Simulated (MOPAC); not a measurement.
**SiN2H4F (SMILES [NH][SiH](N)F) at MNDOD (COSMO thf)**

Wanted: a structure relaxation of SiN2H4F. The job is set up through an ASE script.

The calculation is run with MOPAC 23.2.5.

6 further runs of the same task are left out: 2 that didn't finish, 4 set aside as unsound or not needed.

### 1 The system as given

The species is SiN2H4F (8 atoms), meant as a doublet with charge 0. SMILES: `[NH][SiH](N)F`. The coordinates come from a GFN2-xTB relaxation. This is one conformer, not always the lowest. The run starts from this shape.

Bond lengths: N1–Si2 1.682 Å, Si2–N3 1.746 Å, Si2–F4 1.616 Å, N1–H5 1.008 Å, Si2–H6 1.446 Å, N3–H7 1.009 Å, N3–H8 1.006 Å. Angles: N1–Si2–N3 108.9°, N1–Si2–F4 115.6°, N3–Si2–F4 101.4°, N1–Si2–H6 114.1°, N3–Si2–H6 108.8°, F4–Si2–H6 107.1°, Si2–N1–H5 124.1°, Si2–N3–H7 117.6°, Si2–N3–H8 117.5°, H7–N3–H8 110.3°.

### 2 A structure relaxation at MNDOD (COSMO thf)

The input, job.py:

```python
from ase.calculators.mopac import MOPAC
from ase.optimize import BFGS
from ase import Atoms

molecule = Atoms(
    ['N', 'Si', 'N', 'F', 'H', 'H', 'H', 'H'],
    positions=[
        [-0.685890, -0.913400, -1.163680],
        [-0.561430, 0.079260, 0.188010],
        [1.101340, 0.104870, 0.720140],
        [-0.838540, 1.650410, -0.071000],
        [-0.901040, -0.581030, -2.090760],
        [-1.399720, -0.322470, 1.294970],
        [1.723370, 0.763000, 0.275960],
        [1.561900, -0.780640, 0.846370],
    ],
)
pm = MOPAC(label="job", method="MNDOD", task="1SCF GRADIENTS EPS=7.43 THREADS=1 AUX(PRECISION=6) UHF DOUBLET")
molecule.calc = pm
opt = BFGS(molecule, trajectory="opt.traj")
done = opt.run(fmax=0.05, steps=80)
print("converged:", done)
energy = molecule.get_potential_energy()
print("E =", round(energy, 6), "eV")
print("forces (eV/A):")
for sym, f in zip(molecule.get_chemical_symbols(), molecule.get_forces()):
    print(f"{sym:2s} {f[0]:10.5f} {f[1]:10.5f} {f[2]:10.5f}")
print("final positions (A):")
for atom in molecule:
    print(f"{atom.symbol:2s} {atom.x:11.6f} {atom.y:11.6f} {atom.z:11.6f}")
```

Run with:

```sh
$ export ASE_MOPAC_COMMAND="mopac PREFIX.mop > /dev/null 2>&1"
$ python job.py
```

What values should one expect? Wanted: total energy at the end; dipole moment; HOMO energy; heat of formation; ⟨S²⟩.

Answer, from the run:

Level: MNDOD (COSMO thf).

| quantity | value |
| --- | --- |
| total energy at the end | -38.17871 Eh |
| dipole moment | 2.89 D |
| HOMO energy (over α and β) | -11.18 eV |
| heat of formation | -75.8 kcal/mol |
| ⟨S²⟩ | 0.754 |

At the final geometry: Bond lengths: N1–Si2 1.802 Å, Si2–N3 1.748 Å, Si2–F4 1.695 Å, N1–H5 1.001 Å, Si2–H6 1.417 Å, N3–H7 1.006 Å, N3–H8 1.005 Å. Angles: N1–Si2–N3 111.9°, N1–Si2–F4 110.1°, N3–Si2–F4 109.0°, N1–Si2–H6 107.1°, N3–Si2–H6 110.2°, F4–Si2–H6 108.5°, Si2–N1–H5 119.4°, Si2–N3–H7 122.2°, Si2–N3–H8 121.6°, H7–N3–H8 110.2°. The optimisation took 37 steps and changed the energy by -0.493 eV.
